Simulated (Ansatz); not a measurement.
**C₆H₁₈ClN₃Sn: how energies converge with the basis set**

Aim: see how fast density functionals converge with the basis set for C₆H₁₈ClN₃Sn.

Method: one geometry, several basis sets; program: Ansatz 0.2.0, Gaussian basis.

Levels to be run: PBE0-D4/def2-SVP; ωB97M-V/def2-SVP; PBE0-D4/def2-QZVPP; ωB97M-V/def2-QZVPP; the functionals' def2-TZVPP values are taken from earlier runs.

## Step 1: The geometry

The geometry comes from an earlier relaxation with PBE0-D4 in a triple-zeta def2 set; it is a stationary point, not always the lowest conformer. Sn takes the def2 core potential; no spin-orbit term is included.

SMILES `C[N](C)[Sn]([Cl])([N](C)C)[N](C)C`, 29 atoms, charge 0, spin multiplicity 1.

Atoms are counted from 1 here; the program's logs count them from 0.

Bond lengths: C1–N2 1.442 Å, C1–H12 1.093 Å, C1–H13 1.102 Å, C1–H14 1.099 Å, N2–C3 1.442 Å, N2–Sn4 1.997 Å, C3–H15 1.101 Å, C3–H16 1.092 Å, C3–H17 1.098 Å, Sn4–Cl5 2.340 Å, Sn4–N6 2.007 Å, Sn4–N9 2.007 Å, N6–C7 1.444 Å, N6–C8 1.443 Å, C7–H18 1.101 Å, C7–H19 1.093 Å, C7–H20 1.098 Å, C8–H21 1.093 Å and more. Angles: N2–C1–H12 110.7°, N2–C1–H13 113.0°, N2–C1–H14 110.2°, H12–C1–H13 108.0°, H12–C1–H14 107.6°, H13–C1–H14 107.1°, C1–N2–C3 113.8°, C1–N2–Sn4 119.5°, C3–N2–Sn4 120.1°, N2–C3–H15 113.0°, N2–C3–H16 110.8°, N2–C3–H17 110.0°, H15–C3–H16 108.1°, H15–C3–H17 107.4°, H16–C3–H17 107.4°, N2–Sn4–Cl5 106.4°, N2–Sn4–N6 104.9°, N2–Sn4–N9 115.3° and more.

## Step 2: PBE0-D4 in def2-SVP

in.yaml

```yaml
crystal:
  periodic: [false, false, false]
  atoms:
    - {symbol: C, position_ang: [-1.785322, 1.055309, 1.668372]}
    - {symbol: N, position_ang: [-0.420303, 0.630549, 1.860572]}
    - {symbol: C, position_ang: [-0.159303, 0.087077, 3.170236]}
    - {symbol: Sn, position_ang: [0.650277, 0.018705, 0.289212]}
    - {symbol: Cl, position_ang: [2.888941, 0.035695, 0.969673]}
    - {symbol: N, position_ang: [0.243327, 1.345750, -1.160671]}
    - {symbol: C, position_ang: [0.466181, 2.748607, -0.899629]}
    - {symbol: C, position_ang: [0.506277, 0.971940, -2.529510]}
    - {symbol: N, position_ang: [0.315408, -1.872790, -0.292844]}
    - {symbol: C, position_ang: [-1.043823, -2.255618, -0.585302]}
    - {symbol: C, position_ang: [1.300670, -2.612798, -1.039899]}
    - {symbol: H, position_ang: [-1.931615, 1.440249, 0.656366]}
    - {symbol: H, position_ang: [-2.515493, 0.246119, 1.833162]}
    - {symbol: H, position_ang: [-2.034131, 1.862551, 2.370849]}
    - {symbol: H, position_ang: [-0.765312, -0.804744, 3.395039]}
    - {symbol: H, position_ang: [0.893625, -0.183737, 3.274246]}
    - {symbol: H, position_ang: [-0.382151, 0.837836, 3.940131]}
    - {symbol: H, position_ang: [1.495632, 3.069864, -1.121001]}
    - {symbol: H, position_ang: [0.258934, 2.982574, 0.147352]}
    - {symbol: H, position_ang: [-0.208255, 3.357499, -1.516521]}
    - {symbol: H, position_ang: [0.331311, -0.096700, -2.677701]}
    - {symbol: H, position_ang: [-0.171302, 1.512162, -3.204048]}
    - {symbol: H, position_ang: [1.535594, 1.195315, -2.851167]}
    - {symbol: H, position_ang: [-1.192750, -3.320976, -0.363005]}
    - {symbol: H, position_ang: [-1.326666, -2.099526, -1.639276]}
    - {symbol: H, position_ang: [-1.749184, -1.695295, 0.035017]}
    - {symbol: H, position_ang: [2.309153, -2.295435, -0.767407]}
    - {symbol: H, position_ang: [1.219704, -3.683859, -0.810340]}
    - {symbol: H, position_ang: [1.190981, -2.504726, -2.131610]}
basis:
  gaussian: {orbitals: def2-SVP}
hamiltonian: {xc: pbe0, dispersion: d4}
output: {orbitals: {seedname: orbitals}}
```

Command:

```bash
$ ansatz run in.yaml --threads 11 --pin off --events-out ev --progress --plain --max-ram 110592MiB --backend cpu
```

The runs that follow: ωB97M-V in def2-SVP; PBE0-D4 in def2-QZVPP; ωB97M-V in def2-QZVPP.

**Question.** What will the summary of the whole plan be? Wanted: PBE0-D4: double and triple zeta above quadruple; ωB97M-V: double and triple zeta above quadruple.

The runs gave:

| quantity | value |
| --- | --- |
| PBE0-D4: double and triple zeta above quadruple | 17.90, 1.08 eV |
| ωB97M-V: double and triple zeta above quadruple | 18.44, 1.04 eV |

What this shows: PBE0-D4 gains 16.82 eV from double to triple zeta, then 1.08 eV more. Total energies overstate the basis error of differences, where much of it tends to cancel. The LUMO of ωB97M-V is positive and keeps falling with the basis (1.69 to 1.17 eV): an unbound level that the basis holds in place.
